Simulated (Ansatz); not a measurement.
# ClH₆InO₂Si₂: up Jacob's ladder to CCSD(T)

An exercise on one series of results from a longer session: the logs are not shown, and one member is left open.

Method: functionals in def2-TZVPP, the program's frozen cores in correlated methods; program: Ansatz 0.2.0, Gaussian basis.

The runs, in order: PBE-D4, r2SCAN-D4, PBE0-D4, B3LYP-D4, ωB97X-V, ωB97M-V, B2PLYP; CCSD(T)/def2-TZVPP; MP2/def2-QZVPP; extrapolation to the limit.

## The geometry

An earlier PBE0-D4 in a triple-zeta def2 set relaxation fixed the geometry. In takes the def2 core potential; no spin-orbit term is included.

SMILES `[SiH3][O][In]([Cl])[O][SiH3]`, 12 atoms, charge 0, spin multiplicity 1.

Atoms are counted from 1 here; the program's logs count them from 0.

Bond lengths: Si1–O2 1.637 Å, Si1–H7 1.492 Å, Si1–H8 1.486 Å, Si1–H9 1.488 Å, O2–In3 1.956 Å, In3–Cl4 2.283 Å, In3–O5 1.956 Å, O5–Si6 1.637 Å, Si6–H10 1.492 Å, Si6–H11 1.486 Å, Si6–H12 1.488 Å. Angles: O2–Si1–H7 111.0°, O2–Si1–H8 108.7°, O2–Si1–H9 110.8°, H7–Si1–H8 108.9°, H7–Si1–H9 108.2°, H8–Si1–H9 109.2°, Si1–O2–In3 135.7°, O2–In3–Cl4 120.6°, O2–In3–O5 118.8°, Cl4–In3–O5 120.6°, In3–O5–Si6 135.6°, O5–Si6–H10 111.0°, O5–Si6–H11 108.7°, O5–Si6–H12 110.8°, H10–Si6–H11 108.9°, H10–Si6–H12 108.2°, H11–Si6–H12 109.2°.

Set-up of the first run:

Contents of in.yaml:

```yaml
crystal:
  periodic: [false, false, false]
  atoms:
    - {symbol: Si, position_ang: [-0.210558, -2.171186, -0.343790]}
    - {symbol: O, position_ang: [-0.169816, -1.529043, 1.161144]}
    - {symbol: In, position_ang: [0.121560, 0.251629, 1.915866]}
    - {symbol: Cl, position_ang: [0.264269, 0.547269, 4.174691]}
    - {symbol: O, position_ang: [0.288850, 1.773877, 0.699287]}
    - {symbol: Si, position_ang: [0.130914, 2.006275, -0.913162]}
    - {symbol: H, position_ang: [0.738587, -1.465230, -1.252542]}
    - {symbol: H, position_ang: [0.177579, -3.602812, -0.261006]}
    - {symbol: H, position_ang: [-1.575596, -2.066509, -0.927117]}
    - {symbol: H, position_ang: [-0.913233, 1.106576, -1.483603]}
    - {symbol: H, position_ang: [-0.266227, 3.417410, -1.153976]}
    - {symbol: H, position_ang: [1.413671, 1.731745, -1.615792]}
basis:
  gaussian: {orbitals: def2-TZVPP}
hamiltonian: {xc: pbe, dispersion: d4}
output: {forces: true, orbitals: {seedname: orbitals}}
```

Launch:

```
ansatz run in.yaml --threads 2 --pin off --events-out ev --progress --plain --max-ram 32768MiB --backend cuda --devices 0, --max-vram 18GiB
```

Steps of the session up to this table: PBE-D4 (GGA); r2SCAN-D4 (meta-GGA); PBE0-D4 (hybrid); B3LYP-D4 (hybrid); ωB97X-V (range-separated); ωB97M-V (range-separated); B2PLYP (double hybrid); CCSD(T) in def2-TZVPP; MP2 in def2-QZVPP.

One of the session's tables, all rows but one given; the rest of the session is left out.

```
            method  atomisation energy (kJ/mol)
            PBE-D4                       3787.1
         r2SCAN-D4                       3816.7
           PBE0-D4                            ?
          B3LYP-D4                       3774.4
           ωB97X-V                       3852.8
           ωB97M-V                       3825.2
            B2PLYP                       3753.8
     HF/def2-TZVPP                       2781.4
    MP2/def2-TZVPP                       3791.7
   CCSD/def2-TZVPP                       3672.6
CCSD(T)/def2-TZVPP                       3730.6
           MP2/CBS                       3919.9
       CCSD(T)/CBS                       3858.8
```

Estimate the missing values for PBE0-D4.

**Answer.** atomisation energy (kJ/mol): 3738.4. In the column «atomisation energy (kJ/mol)» it lies between CCSD(T)/def2-TZVPP (3730.6) and B2PLYP (3753.8).
